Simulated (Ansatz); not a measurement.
# ZrO2 (zirconia): HF/CRENBL (core potential)

What is the vertical singlet–triplet gap of ZrO2 (zirconia) at HF/CRENBL (core potential)? 

The calculation is run with Ansatz 0.2.0.

2 further runs of the same task are left out: 1 that didn't finish, 1 set aside as unsound or not needed.

### 1 The structure to begin with

The species is ZrO2 (3 atoms), meant as a singlet with charge 0. As SMILES, `[O]=[Zr]=[O]`. The shape is that of a PBE0-D4/def2-TZVP optimisation.

Bond lengths: O1–Zr2 1.761 Å, Zr2–O3 1.761 Å. Angles: O1–Zr2–O3 107.9°.

### 2 A single-point energy at HF/CRENBL (core potential)

input.yaml

```yaml
basis:
  gaussian:
    orbitals: CRENBL.json
crystal:
  periodic: [false, false, false]
  atoms:
    - {symbol: O, position_ang: [0.654500, 1.252500, 0.388400]}
    - {symbol: Zr, position_ang: [0.348500, -0.481700, 0.351800]}
    - {symbol: O, position_ang: [-1.003000, -0.770800, -0.740100]}
magnetization:
  spin_polarized: false
hamiltonian:
  xc: hf
accuracy: high
output:
  orbitals: {seedname: orbitals}
```

The basis set CRENBL is read from a file made from the Basis Set Exchange's data (not shown).

Run with:

```bash
$ ansatz run input.yaml --threads 1 --pin off --max-ram 2610MiB --events-out events.jsonl --progress --plain --runs-dir runs
```

Output:

```text
Warning: RAYON_NUM_THREADS=1 ignored (pool sized by the plan → 1); use --threads N
Functional definition: HF
  name "HF"
  exchange = exact_x
  correlation = 0
1375 factors; integrals over basis functions are off by at most 2.9e-9 eV
mean field evaluation 1: about -2102.7393 eV, gradient 8.2e1 eV
mean field evaluation 2: about -2102.7451 eV, gradient 8.2e1 eV
mean field evaluation 4: about -2116.5623 eV, gradient 1.4e1 eV
mean field evaluation 8: about -2117.1984 eV, gradient 4.0e-1 eV
mean field evaluation 16: about -2105.3717 eV, gradient 3.9e1 eV
mean field evaluation 32: about -2106.7492 eV, gradient 3.6e0 eV
mean field evaluation 64: about -2117.1805 eV, gradient 8.9e-1 eV
mean field -2117.20037906 eV, -77.8056788405 hartree, gradient 4.2e-8 eV, S^2 0.000000; 0 other end points of the search recorded, 0 dependent functions left out
reference -2117.20037906 eV, -77.8056788405 hartree; 12, 12 occupied and 60, 60 virtual orbitals, 1375 factors
Total energy: -2117.20037906 eV, -77.8056788405 hartree
```

Run time: 1.2 s. Hardware: 1 thread of Arm Neoverse V2, shared host; peak memory 0.14 GiB.

### 3 The triplet

input.yaml: that of step 2 with these lines changed.

```diff
@@ -9,6 +9,7 @@
     - {symbol: O, position_ang: [-1.003000, -0.770800, -0.740100]}
-magnetization:
-  spin_polarized: false
 hamiltonian:
   xc: hf
+magnetization:
+  spin_polarized: true
+  initial_magnetization: 2
 accuracy: high
```

The basis set CRENBL is read from a file made from the Basis Set Exchange's data (not shown).

Run with:

```bash
$ ansatz run input.yaml --threads 1 --pin off --max-ram 2610MiB --events-out events.jsonl --progress --plain --runs-dir runs
```

Output, cut to the lines that bear on the results:

```text
Warning: RAYON_NUM_THREADS=1 ignored (pool sized by the plan → 1); use --threads N
[... 2 set-up lines as earlier in the session ...]
[...]
1375 factors; integrals over basis functions are off by at most 2.9e-9 eV
[...]
mean field -2116.32701160 eV, -77.7735831782 hartree, gradient 4.0e-8 eV, S^2 2.223570; 4 other end points of the search recorded, 0 dependent functions left out
reference -2116.32701160 eV, -77.7735831782 hartree; 13, 11 occupied and 59, 61 virtual orbitals, 1375 factors
Total energy: -2116.32701160 eV, -77.7735831782 hartree
```

It took 6 s on 1 thread of Arm Neoverse V2, shared host; peak memory 0.21 GiB.

### 4 What came out

At HF/CRENBL (core potential):

| quantity | value |
| --- | --- |
| singlet: total energy | -77.80568 Eh |
| singlet: HOMO energy | -10.47 eV |
| singlet: LUMO energy | -1.22 eV |
| singlet: HOMO–LUMO gap | 9.26 eV |
| triplet: total energy | -77.77358 Eh |
| triplet: HOMO energy (highest over α and β) | -7.06 eV |
| triplet: LUMO energy (lowest over α and β) | -0.09 eV |
| triplet: ⟨S²⟩ | 2.224 |
| vertical energy of the triplet above the singlet | 0.873 eV |

At this shape the triplet lies 0.87 eV (20.1 kcal/mol) above the singlet. ⟨S²⟩ (triplet) is 2.22 where a pure triplet has 2.00: the reference is spin-contaminated.
